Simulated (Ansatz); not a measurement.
# Ir (sc type): a relaxation

Wanted: a converged relaxation for Ir (sc type), and a check of what comes out.

Computed with Ansatz 0.2.0 (DFT, LDA, PAW with Ansatz's default frozen-core files, scalar-relativistic, unless a step's input says otherwise).

1 further run of the same task is left out (it didn't finish). Runs told in other sessions of the task aren't counted.

## Step 1: The starting structure

Symmetry: Pm-3m, No. 221, cubic system. Conventional cell: a = 2.464 Å, b = 2.464 Å, c = 2.464 Å, α = 90.00°, β = 90.00°, γ = 90.00°. Around Ir (site symmetry m-3m) lie 6 Ir at 2.46 Å.

Structure file:

```
CELL_PARAMETERS angstrom
2.46361 0.00000 0.00000
0.00000 2.46361 0.00000
0.00000 0.00000 2.46361
ATOMIC_POSITIONS crystal
Ir 0.00000 0.00000 0.00000
```

## Step 2: The calculation

input.yaml reads:

```yaml
crystal:
  lattice:
    - [2.4636115898, 0.0, 0.0]
    - [0.0, 2.4636115898, 0.0]
    - [0.0, 0.0, 2.4636115898]
  atoms:
    - { symbol: Ir, position: [0.0, 0.0, 0.0], spin: 2.0 }
kpoints:
  mp_grid: { grid: [15, 15, 15] }
scf:
  occupations: { method: fermi_dirac, width: 0.1 }
  max_iter: 100
hamiltonian:
  xc: lda
  pseudopotentials: { kind: paw }
output:
  forces: true
  stress: true
relax:
  f_tol: 0.005
  max_steps: 40
  cell: {}
```

Launch:

```
> ansatz run input.yaml --threads 1 --pin off --max-ram 2048MiB --backend cpu --events-out ev --progress --plain --runs-dir out
```

Standard output:

```text
Error: inconsistent input (magnetization.spin_polarized): false but per-atom `spin:`, `per_species`, `initial_magnetization`, `magnetic_field`, or `spin_locking` is set
```

Run time: 0.03 s. Hardware: 1 thread of Arm Neoverse V2, shared host; peak memory 0.031 GiB.

## Step 3: What went wrong

Nothing was computed: the input was turned down at the start. The line that matters: «inconsistent input (magnetization.spin_polarized): false but per-atom `spin:`, `per_species`, `initial_magnetization`, `magnetic_field`, or `spin_locking` is set»

Moments need two spin channels, and the input asks for one.

What to do: switch spin polarisation on, or remove the moments.

## Step 4: Again, with the input mended

Other changes include scf.max_iter.

Changes to input.yaml since step 2:

```diff
@@ -6,3 +6,3 @@
   atoms:
-    - { symbol: Ir, position: [0.0, 0.0, 0.0], spin: 2.0 }
+    - { symbol: Ir, position: [0.0, 0.0, 0.0] }
 kpoints:
@@ -11,3 +11,2 @@
   occupations: { method: fermi_dirac, width: 0.1 }
-  max_iter: 100
 hamiltonian:
```

Launch:

```
> ansatz run input.yaml --threads 1 --pin off --max-ram 2048MiB --backend cpu --events-out ev --progress --plain --runs-dir out
```

Excerpt of the output:

```text
[...]
Basis set: ecut = 420 eV, 257 PW (Γ)
[...]
k-points: 120 of 3375
[...]
SCF iter   1: F=—  HF=-11662.226189 eV  |F-HF|=—  |Δ(HF+E_count)|=         —  Δρ=5.60e-3  dr2=1.37e-3  ethr=1.77e-3  ⟨swp⟩=5.0  Hψ=8431  notcnv=0
preconditioner: auto → none  [metal: Δε(μ)=0.009 eV  Ē_g=14.077 eV  σ=0.100 eV  W_gap=0.02  n_scr=6 (ndim 8)  ℏωp=28.8 eV  f_vac=0.000  D(μ)=1.28/eV (n_scr^D=18)  sad-step TF]
SCF iter   2: F=—  HF=-11662.226175 eV  |F-HF|=—  |Δ(HF+E_count)|=   1.40e-5  Δρ=2.99e-3  dr2=3.51e-4  ethr=8.07e-6  ⟨swp⟩=1.6  Hψ=2757  notcnv=0
[...]
relax step   1: F+E_penalty+E_count = -11662.22627270 eV  Δ(F+E_penalty+E_count) = +0.000e0 eV  max|allowed force component| = 0.000e0 eV/Å  Δτ_max = 0.0000 Å  P = +26.563 GPa  Ω = 14.953 Å³  (6 SCF iters, dr2 threshold 1.00e-7 eV, accepted)
[...]
Basis set: ecut = 420 eV, 341 PW (Γ)
[...]
relax step   2: F+E_penalty+E_count = -11662.25726354 eV  Δ(F+E_penalty+E_count) = -3.099e-2 eV  max|allowed force component| = 0.000e0 eV/Å  Δτ_max = 0.0000 Å  P = -16.295 GPa  Ω = 17.228 Å³  energy of the carried Pulay correction = -5.415e-4 eV  (6 SCF iters
[...]
Basis set: ecut = 420 eV, 305 PW (Γ)
[...]
relax step   3: F+E_penalty+E_count = -11662.31554267 eV  Δ(F+E_penalty+E_count) = -5.828e-2 eV  max|allowed force component| = 0.000e0 eV/Å  Δτ_max = 0.0000 Å  P = -2.680 GPa  Ω = 16.286 Å³  energy of the carried Pulay correction = -3.268e-4 eV  (4 SCF iters,
[...]
relax step   4: F+E_penalty+E_count = -11662.31686665 eV  Δ(F+E_penalty+E_count) = -1.324e-3 eV  max|allowed force component| = 0.000e0 eV/Å  Δτ_max = 0.0000 Å  P = -0.071 GPa  Ω = 16.137 Å³  energy of the carried Pulay correction = -2.917e-4 eV  (4 SCF iters,
[...]
relax step   5: F+E_penalty+E_count = -11662.31686848 eV  Δ(F+E_penalty+E_count) = -1.831e-6 eV  max|allowed force component| = 0.000e0 eV/Å  Δτ_max = 0.0000 Å  P = +0.001 GPa  Ω = 16.133 Å³  energy of the carried Pulay correction = -2.908e-4 eV  (2 SCF iters,
[...]
SCF iter   4: F=—  HF=-11662.317089 eV  |F-HF|=—  |Δ(HF+E_count)|=   2.01e-9  Δρ=2.20e-6  dr2=1.29e-10  ethr=5.60e-11  ⟨swp⟩=2.5  Hψ=2361  notcnv=0
SCF iter   5: F=-11662.317089 eV  HF=-11662.317089 eV  |F-HF|=5.46e-12  |Δ(HF+E_count)|=  1.15e-10  Δρ=2.18e-7  dr2=6.78e-13  ethr=1.00e-12  ⟨swp⟩=5.0  Hψ=5713  notcnv=0
[...]
relax step   6: F+E_penalty+E_count = -11662.31708897 eV  Δ(F+E_penalty+E_count) = -2.205e-4 eV  max|allowed force component| = 0.000e0 eV/Å  Δτ_max = 0.0000 Å  P = -0.006 GPa  Ω = 16.133 Å³  stress off target by 6.11e-3 GPa  SCF on the basis re-selected at th
[...]
SCF converged after 5 iterations
Free energy (F): -11662.317089 eV
[...]
E sigma→0 (E₀):  -11662.293652 eV
[...]
Fermi energy:    21.353045 eV
[...]
  P = ⅓ Tr σ = -0.0061 GPa (-0.061 kbar)
--- Relaxed structure (5 steps of the walk, 5 accepted, 1 SCFs on fresh bases) ---
[...]
```

It took 6.2 s on 1 thread of Arm Neoverse V2, shared host; peak memory 0.28 GiB.

## Step 5: Outcome

| quantity | value |
| --- | --- |
| first try | refused |
| cause | moments without spin polarisation |
| second try | converged |
| energy (zero set by the potentials) | -11662.3171 eV |
| pressure | -0.01 GPa |
| gap on the mesh | none (metal on this mesh) |
| largest force | 0.000 eV/Å |

In words: The second try converges.
